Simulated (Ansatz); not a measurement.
## AlBBrFH₂Sn, SMILES [F][Al]1[BH][SnH]1[Br]: a ladder of methods at one geometry, step by step

Program: the Ansatz DFT code, driven from Python.

Notebook, run cell by cell (the value of a cell's last expression is shown):

```python
from pathlib import Path

import ansatz
import numpy as np
```

```python
geometry = (
    ansatz.Crystal.molecule()
    .atom("F", [-0.6692, -2.9711, 1.4256])
    .atom("Al", [-0.1882, -1.3435, 0.7459])
    .atom("B", [0.3829, 0.7581, 1.0402])
    .atom("Sn", [0.2105, 0.1652, -1.1174])
    .atom("Br", [-1.9788, 1.1729, -2.0323])
    .atom("H", [0.6407, 1.6331, 1.8294])
    .atom("H", [1.6634, 0.5174, -1.9371])
)

model = geometry.calculation().basis(gaussian="def2-SVP")
```

```python
print("functional    E (Ha)        dipole (D)   HOMO (eV)  LUMO (eV)")
for name in ["pbe", "lc_wpbe", "revpbe", "b3lyp", "lda", "r2scan0"]:
    rep = model.functional(name).forces().orbitals().run(threads=1, runs_dir="runs").report
    lines = Path(rep["orbitals_path"]).read_text().splitlines()
    field_of = lambda key: [line.split("=")[1].strip() for line in lines if line.startswith(key)]
    orbitals = [(27.211386 * float(e), s, float(n)) for e, s, n in zip(field_of("Ene="), field_of("Spin="), field_of("Occup="))]
    homo = max(e for e, _, n in orbitals if n > 0.5)
    lumo = min(e for e, _, n in orbitals if n < 0.5)
    dipole = 4.803205 * np.linalg.norm(rep["charge_distribution"]["dipole_moment_e_ang"])
    print(f"{name:10s} {rep['free_energy_ev'] / 27.211386246:14.6f} {dipole:9.3f} {homo:11.3f} {lumo:10.3f}")
```

    functional    E (Ha)        dipole (D)   HOMO (eV)  LUMO (eV)
    pbe          -3155.622291     2.279      -5.749     -5.003
    lc_wpbe      -3155.785279     2.692      -9.075     -2.003
    revpbe       -3156.017716     2.270      -5.710     -4.908
    b3lyp        -3156.403969     2.470      -6.521     -4.292
    lda          -3150.406093     2.363      -5.869     -5.246
    r2scan0      -3156.217188     2.657      -6.886     -4.183

What to keep in mind:
- Total energies depend on the basis set; only differences at equal settings carry meaning.
- The geometry is a force-field or estimated start, not a minimum of this method, and the basis set is short of its limit. A lower total doesn't mark the better method: functionals have no common bound, and MP2 and coupled cluster aren't variational.
- def2 sets replace the cores of elements past krypton by effective core potentials.
- b3lyp holds the VWN-RPA fit, as in Gaussian; the form of ORCA and Turbomole is b3lyp5.
- Levels such as HOMO and LUMO are orbital energies: with these approximate functionals they aren't the ionisation energy and electron affinity, and their gap isn't the fundamental gap.
- Wall time of the script: 24 s on 1 thread of Intel(R) Xeon(R) 6975P-C (Granite Rapids) (shared host), peak memory 0.38 GiB.

(Lines on the test bed's own set-up are left out of the output.)
